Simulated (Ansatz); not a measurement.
# C₃H₆F₃N: small, medium and large basis sets

How large a basis does C₃H₆F₃N need? Two functionals are run in growing sets.

The runs use Ansatz 0.2.0, Gaussian basis; one geometry, several basis sets.

Plan: PBE0-D4/def2-SVP; ωB97M-V/def2-SVP; PBE0-D4/def2-QZVPP; ωB97M-V/def2-QZVPP; the functionals' def2-TZVPP values are taken from earlier runs.

### 1 The geometry

An earlier PBE0-D4 in a triple-zeta def2 set relaxation fixed the geometry.

SMILES `CNCC(F)(F)F`, 13 atoms, charge 0, spin multiplicity 1.

Atoms are counted from 1 here; the program's logs count them from 0.

Bond lengths: C1–N2 1.446 Å, C1–H8 1.093 Å, C1–H9 1.102 Å, C1–H10 1.091 Å, N2–C3 1.437 Å, N2–H11 1.012 Å, C3–C4 1.509 Å, C3–H12 1.094 Å, C3–H13 1.103 Å, C4–F5 1.333 Å, C4–F6 1.340 Å, C4–F7 1.344 Å. Angles: N2–C1–H8 109.5°, N2–C1–H9 114.0°, N2–C1–H10 109.4°, H8–C1–H9 107.7°, H8–C1–H10 107.6°, H9–C1–H10 108.3°, C1–N2–C3 112.9°, C1–N2–H11 110.4°, C3–N2–H11 109.9°, N2–C3–C4 111.1°, N2–C3–H12 109.5°, N2–C3–H13 114.8°, C4–C3–H12 106.9°, C4–C3–H13 106.8°, H12–C3–H13 107.3°, C3–C4–F5 112.9°, C3–C4–F6 110.4°, C3–C4–F7 111.3° and more.

### 2 PBE0-D4 in def2-SVP

The input, in.yaml:

```yaml
crystal:
  periodic: [false, false, false]
  atoms:
    - {symbol: C, position_ang: [-0.101271, -1.918051, 0.033197]}
    - {symbol: N, position_ang: [0.078449, -0.583280, 0.560872]}
    - {symbol: C, position_ang: [-0.035984, 0.435989, -0.444949]}
    - {symbol: C, position_ang: [0.282085, 1.797344, 0.122962]}
    - {symbol: F, position_ang: [1.539701, 1.898668, 0.551592]}
    - {symbol: F, position_ang: [0.093879, 2.746938, -0.803986]}
    - {symbol: F, position_ang: [-0.518493, 2.091099, 1.162286]}
    - {symbol: H, position_ang: [0.710931, -2.149064, -0.661256]}
    - {symbol: H, position_ang: [-1.053073, -2.064724, -0.502934]}
    - {symbol: H, position_ang: [-0.052678, -2.640511, 0.849013]}
    - {symbol: H, position_ang: [-0.582505, -0.406919, 1.306446]}
    - {symbol: H, position_ang: [0.689231, 0.246410, -1.241224]}
    - {symbol: H, position_ang: [-1.029872, 0.511502, -0.917321]}
basis:
  gaussian: {orbitals: def2-SVP}
hamiltonian: {xc: pbe0, dispersion: d4}
output: {orbitals: {seedname: orbitals}}
```

Command:

```
> ansatz run in.yaml --threads 2 --pin off --events-out ev --progress --plain --max-ram 20480MiB --backend cpu
```

Further steps of the session: ωB97M-V in def2-SVP; PBE0-D4 in def2-QZVPP; ωB97M-V in def2-QZVPP.

Q: Predict the results of all the runs planned. Wanted: PBE0-D4: double and triple zeta above quadruple; ωB97M-V: double and triple zeta above quadruple.

As calculated:

| quantity | value |
| --- | --- |
| PBE0-D4: double and triple zeta above quadruple | 15.79, 0.67 eV |
| ωB97M-V: double and triple zeta above quadruple | 16.19, 0.64 eV |

PBE0-D4 gains 15.12 eV from double to triple zeta, then 0.67 eV more. These are total energies; as a rule much of such shifts cancels in differences, which this series doesn't test. The LUMO of ωB97M-V is positive and keeps falling with the basis (3.32 to 1.68 eV): an unbound level that the basis holds in place.
